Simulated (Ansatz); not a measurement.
# GeS (SMILES [S+]#[Ge-]): levels of theory compared

Aim: a comparison of 6 runs (B3LYP/STO-3G, PBE/STO-3G, UPBE/STO-3G, UPBE0/STO-3G, UMP2/STO-3G, UCCSD(T)/STO-3G) of GeS. 

The calculation is run with Ansatz 0.2.0.

58 further runs of the same task are left out: 29 that didn't finish, 29 set aside as unsound or not needed.

**1. The structure to begin with**

GeS: 2 atoms, total charge 0, spin state singlet. SMILES: `[S+]#[Ge-]`. The Ge2–S1 distance was set to 2.515 Å, away from the relaxed value.

Bond lengths: S1–Ge2 2.515 Å.

**2. A single-point energy at B3LYP/STO-3G (run 1)**

Contents of job.yaml:

```yaml
crystal:
  periodic: [false, false, false]
  atoms:
    - {symbol: S, position_ang: [0.000000, 0.000000, -0.503014]}
    - {symbol: Ge, position_ang: [0.000000, 0.000000, 2.012086]}
basis:
  gaussian:
    orbitals: STO-3G
hamiltonian:
  xc: {name: B3LYP}
accuracy: high
```

Command:

```sh
$ ansatz run job.yaml --threads 1 --pin off --max-ram 2610MiB --events-out events.jsonl --progress --plain --runs-dir runs
```

Log:

```text
Warning: RAYON_NUM_THREADS=1 ignored (pool sized by the plan → 1); use --threads N
Functional definition: B3LYP
  name "B3LYP"
  parameter a0 = 0.2
  parameter ax = 0.72
  parameter ac = 0.81
  exchange = (1 - a0 - ax)*slater_x + ax*b88_x + a0*exact_x
  correlation = (1 - ac)*vwn_rpa_c + ac*lyp_c
358 factors; integrals over basis functions are off by at most 1.1e-8 eV
mean field evaluation 1: about -66389.4483 eV, gradient 9.8e1 eV
mean field evaluation 2: about -66457.3184 eV, gradient 5.4e1 eV
mean field evaluation 4: about -66564.5654 eV, gradient 3.6e1 eV
mean field evaluation 8: about -66564.5651 eV, gradient 3.6e1 eV
mean field evaluation 16: about -66577.2447 eV, gradient 2.4e-4 eV
mean field evaluation 32: about -66545.7181 eV, gradient 3.6e1 eV
mean field -66577.24466193 eV, -2446.6686136488 hartree, gradient 2.5e-8 eV, S^2 0.000000; 4 other end points of the search recorded, 0 dependent functions left out
reference -66577.24468688 eV, -2446.6686145655 hartree; 24, 24 occupied and 3, 3 virtual orbitals, 358 factors
Total energy: -66577.24468688 eV, -2446.6686145655 hartree
```

It took 2.6 s on 1 thread of Arm Neoverse V1, shared host; peak memory 0.091 GiB.

**3. The energy at PBE/STO-3G (run 2)**

Contents of run.yaml:

```yaml
crystal:
  periodic: [false, false, false]
  atoms:
    - {symbol: S, position_ang: [0.000000, 0.000000, -0.503014]}
    - {symbol: Ge, position_ang: [0.000000, 0.000000, 2.012086]}
basis:
  gaussian:
    orbitals: STO-3G
hamiltonian:
  xc: {name: PBE}
accuracy: high
```

Command:

```sh
$ ansatz run run.yaml --threads 1 --pin off --max-ram 2610MiB --events-out events.jsonl --progress --plain --runs-dir runs
```

Log, shortened:

```text
Warning: RAYON_NUM_THREADS=1 ignored (pool sized by the plan → 1); use --threads N
Functional definition: PBE
  name "PBE"
[...]
358 factors; integrals over basis functions are off by at most 1.1e-8 eV
[...]
mean field -66562.66168831 eV, -2446.1326992530 hartree, gradient 6.1e-9 eV, S^2 0.000000; 18 other end points of the search recorded, 0 dependent functions left out
reference -66562.66168989 eV, -2446.1326993107 hartree; 24, 24 occupied and 3, 3 virtual orbitals, 358 factors
Total energy: -66562.66168989 eV, -2446.1326993107 hartree
```

Run time: 12 s. Hardware: 1 thread of Arm Neoverse V1, shared host.

Runs 3 to 5 aren't shown in full; the table further down has their settings and results.

**4. The energy at UCCSD(T)/STO-3G (run 6)**

Contents of in.yaml:

```yaml
crystal:
  periodic: [false, false, false]
  atoms:
    - {symbol: S, position_ang: [0.000000, 0.000000, -0.503014]}
    - {symbol: Ge, position_ang: [0.000000, 0.000000, 2.012086]}
basis:
  gaussian: {orbitals: STO-3G}
magnetization: {spin_polarized: true}
accuracy: high
correlation: {method: ccsd_t, frozen_orbitals: {Ge: 9, S: 5}}
scf: {omitted_lower_state_checks: [cluster_reference, increment]}
```

Command:

```sh
$ ansatz run in.yaml --threads 1 --pin off --max-ram 2610MiB --events-out events.jsonl --progress --plain --runs-dir runs
```

Log:

```text
Warning: RAYON_NUM_THREADS=1 ignored (pool sized by the plan → 1); use --threads N
[... 21 lines left out ...]
14 core orbitals not correlated: weight in the atoms' cores, before any rotation towards them, 1.000 or more for the frozen orbitals, at most 0.000 for the correlated occupied ones
[... 52 lines left out ...]
Total energy: -66529.48531554 eV, -2444.9134900414 hartree
Checks for a lower state left out: cluster_reference, increment
```

Run time: 2.6 s. Hardware: 1 thread of Arm Neoverse V1, shared host.

**5. All runs side by side**

| run | level | frozen core orbitals | energy (Eh) | wall time |
| --- | --- | --- | --- | --- |
| 1 | B3LYP/STO-3G | – | -2446.668615 | 2.6 s |
| 2 | PBE/STO-3G | – | -2446.132699 | 12 s |
| 3 | UPBE/STO-3G | – | -2446.136009 | 14 s |
| 4 | UPBE0/STO-3G | – | -2446.345348 | 6 s |
| 5 | UMP2/STO-3G | 14 | -2444.863004 | 2.2 s |
| 6 | UCCSD(T)/STO-3G | 14 | -2444.913490 | 2.6 s |

**6. What came out**

| quantity | value |
| --- | --- |
| run 6: total energy | -2444.91349 Eh |
| run 6: correlation energy (14 core orbitals frozen) | -81.0 mEh |
| run 6: (T) correction | -6.59 mEh |
| run 6: ⟨S²⟩ of the reference determinant | 1.049 |
| run 6: T1 diagnostic | 0.119 |

In words: Totals of different functionals can't be ranked against each other. In runs 1, 2, 3, 4, 5, 6 the basis is minimal, so the values are rough. Spin contamination of the reference: run 5 ⟨S²⟩ = 1.05, run 6 ⟨S²⟩ = 1.05, run 4 ⟨S²⟩ = 0.70, run 3 ⟨S²⟩ = 0.55. Where it is this large, the reference is a mixture of spin states, and values that rest on it are in doubt. All runs together took 40 s, the longest 14 s.
